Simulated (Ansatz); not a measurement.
# GaP: the cost of one run

Computed with Ansatz 0.2.0, Gaussian basis. Level: aug-cc-pVTZ, all electrons in the functionals, frozen cores in the correlation of double hybrids and RPA.

To be run: RPA-PBE, at charge -1, doublet; charge -1, quartet; charge 0, singlet; charge 0, triplet.

6 further runs of the same task are left out: 3 for a known fault of the program, 3 set aside as unsound or not needed.

**1. The system**

The geometry is a PBE0/def2-TZVPD stationary point (not a proven minimum). No spin-orbit coupling is included. The filled d shell of Ga may be among the frozen orbitals whatever the setting's name suggests; the logs give the count.

2 atoms, charge -1, spin multiplicity 2.

Atoms are counted from 1 here; the program's logs count them from 0.

Bond lengths: P1–Ga2 2.129 Å.

No dispersion term is added.

The geometry shown and the zero of energy belong to the point charge -1, doublet. The yardstick, UCCSD(T), and other wave-function levels (R restricted, U unrestricted, valence and pair active spaces) come from earlier runs.

**2. RPA-PBE, charge -1, doublet**

in.yaml reads:

```yaml
crystal:
  periodic: [false, false, false]
  atoms:
    - {symbol: P, position_ang: [0.000000, 0.000000, 0.000000]}
    - {symbol: Ga, position_ang: [0.000000, 0.000000, 2.129300]}
basis:
  gaussian: {orbitals: aug-cc-pVTZ}
total_charge: -1
magnetization: {spin_polarized: true, initial_magnetization: 1}
hamiltonian: {xc: {name: PBE}}
correlation: {method: rpa, electrons: outside_noble_gas}
```

Command:

```console
ansatz run in.yaml --threads 2 --pin off --events-out ev --progress --plain --max-ram 24576MiB --backend cuda --devices 0, --max-vram 18GiB
```

What time and memory should one allow on 1 × H100 (card shared with other runs) with 2 threads of AMD EPYC 7R13, shared host?

About 25 s, with a peak of 0.84 GiB on the host.
